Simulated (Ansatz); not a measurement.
**(HZn-mu-OH)2 (Zn2H4O2): structure and electronic state**

What does (HZn-mu-OH)2 (Zn2H4O2) look like as a singlet, and where do its frontier electrons sit?

Program: Ansatz 0.2.0, Gaussian basis. Level of theory: RKS PBE0-D4/def2-TZVP. These are calculated values, not measurements.

Levels to be run: relaxation at r2SCAN-D4/def2-SVP; a search for the lowest solution at PBE0-D4/def2-SVP; a single point at PBE0-D4/def2-TZVP; harmonic vibrations at r2SCAN-D4/def2-SVP.

**1. The system as given**

8 atoms, charge 0, spin multiplicity 1.

Atoms are counted from 1 here; the program's logs count them from 0.

Bond lengths: Zn1–H2 1.456 Å, Zn1–O3 1.926 Å, Zn1–O6 1.926 Å, O3–Zn4 1.924 Å, O3–H7 0.957 Å, Zn4–H5 1.456 Å, Zn4–O6 1.924 Å, O6–H8 0.958 Å. Angles: H2–Zn1–O3 138.2°, H2–Zn1–O6 138.2°, O3–Zn1–O6 83.6°, Zn1–O3–Zn4 96.3°, Zn1–O3–H7 131.8°, Zn4–O3–H7 131.9°, O3–Zn4–H5 138.1°, O3–Zn4–O6 83.7°, H5–Zn4–O6 138.2°, Zn1–O6–Zn4 96.4°, Zn1–O6–H8 131.7°, Zn4–O6–H8 131.9°.

The start is a GFN2-xTB geometry.

**2. Optimising with r2SCAN-D4/def2-SVP**

Input file in.yaml:

```yaml
crystal:
  periodic: [false, false, false]
  atoms:
    - {symbol: Zn, position_ang: [-0.608920, 1.225630, 0.429990]}
    - {symbol: H, position_ang: [-1.218980, 2.471310, 0.873830]}
    - {symbol: O, position_ang: [0.655710, 0.640250, -0.899310]}
    - {symbol: Zn, position_ang: [0.604610, -1.226030, -0.433060]}
    - {symbol: H, position_ang: [1.222280, -2.470180, -0.869740]}
    - {symbol: O, position_ang: [-0.659780, -0.642490, 0.893990]}
    - {symbol: H, position_ang: [1.151510, 1.120360, -1.562940]}
    - {symbol: H, position_ang: [-1.146420, -1.118860, 1.567240]}
basis:
  gaussian: {orbitals: def2-SVP}
hamiltonian: {xc: r2scan, dispersion: d4}
scf: {lower_state_search: "off"}
output: {orbitals: {seedname: orbitals}}
relax: {f_tol: 0.02, max_steps: 100}
```

Started as:

```sh
$ ansatz run in.yaml --threads 4 --pin off --events-out ev --progress --plain --max-ram 3916MiB
```

Further steps of the session: Searching for the lowest solution, PBE0-D4/def2-SVP; Single point, PBE0-D4/def2-TZVP; Vibrations by finite differences.

**Question.** What will the summary of the whole plan be? Wanted: point group; commonest bond, hydrogen aside; HOMO, LUMO at PBE0-D4/def2-TZVP; dipole at r2SCAN-D4/def2-SVP; lowest, highest wavenumber.

As calculated:

| quantity | value |
| --- | --- |
| point group | D2h |
| commonest bond, hydrogen aside | O–Zn, 4 of mean length 1.929 Å |
| HOMO, LUMO at PBE0-D4/def2-TZVP | -7.83, -0.20 eV |
| dipole at r2SCAN-D4/def2-SVP | 0.00 D |
| lowest, highest wavenumber | 87, 3926 cm⁻¹ |

In words: The molecule keeps its bonding pattern by the stored test; the atoms moved 0.07 Å (rms). All wavenumbers are real: a minimum at this level. The HOMO lies nearest to H2, H5 about 32 % each; Zn1, Zn4 about 9 % each and the LUMO to H7, H8 about 16 % each; Zn1, Zn4 about 14 % each.
